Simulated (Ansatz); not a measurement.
# HI: a single point from an input written key by key

Run with Ansatz 0.2.0 through its Python package.

The script, `deck_hi.py`:
```python
# -*- coding: utf-8 -*-
"""Run HI from an input written out key by key."""

import ansatz as az
import numpy as np
import pandas as pd

DECK = """
crystal:
  periodic: [false, false, false]
  atoms:
    - { symbol: H, position_ang: [0.0, 0.0, 0.0] }
    - { symbol: I, position_ang: [0.0, 0.0, 1.63] }
basis:
  gaussian: { orbitals: def2-SVP }
correlation:
  method: ccsd_t
output:
  forces: true
"""

session = az.Session.from_yaml(DECK)
rep = session.plan(threads=1).execute().report

print("reference energy %16.6f eV" % rep["reference_energy_ev"])
print("total energy     %16.6f eV" % rep["free_energy_ev"])
print("occupied orbitals outside the frozen core (up, down):", rep["n_occupied"], " frozen:", rep["n_frozen"], " virtual:", rep["n_virtual"])
symbols = ["H", "I"]
print("correlation energy", round(rep["free_energy_ev"] - rep["reference_energy_ev"], 5), "eV")
cluster = rep["correlation"].get("coupled_cluster")
if cluster:
    print("cycles", cluster["cycles"], " T1 diagnostic", round(cluster["t1_diagnostic"], 4), " largest double", round(cluster["largest_double"], 4))

forces = np.array(rep["forces_ev_ang"])
print("largest force", round(float(np.linalg.norm(forces, axis=1).max()), 4), "eV/A, rms", round(float(np.sqrt((forces ** 2).mean())), 4))
charges = rep["charge_distribution"]
table = pd.DataFrame({"atom": symbols, "mulliken": charges["mulliken_charges_e"], "lowdin": charges["lowdin_charges_e"]})
print(table.round(3).to_string())
print("dipole (e A):", np.round(charges["dipole_moment_e_ang"], 4) + 0.0)
```

`python deck_hi.py` gives:
```text
reference energy     -8088.074096 eV
total energy         -8092.004073 eV
occupied orbitals outside the frozen core (up, down): [9, 9]  frozen: 4  virtual: [18, 18]
correlation energy -3.92998 eV
cycles 8  T1 diagnostic 0.0046  largest double 0.0886
largest force 0.3428 eV/A, rms 0.1979
  atom  mulliken  lowdin
0    H     0.061  -0.041
1    I    -0.061   0.041
dipole (e A): [ 0.      0.     -0.1287]
```

Notes:
- Total energies depend on the basis set; only differences at equal settings carry meaning.
- The geometry is a force-field or estimated start, not a minimum of this method, and the basis set is short of its limit.
- def2 sets replace the cores of elements past krypton by effective core potentials.
- The Löwdin charges here are taken after orthogonalising the functions within each atom; they differ from plain Löwdin charges, and their signs can be unphysical.
- It ran for 1.1 s on 1 thread of Intel(R) Xeon(R) Platinum 8375C CPU @ 2.90GHz (Ice Lake), on a shared host, peak memory 0.19 GiB.

(A comment or docstring line of the script was reworded after the run, the code is as it ran; lines on the test bed's own set-up are left out of the output.)
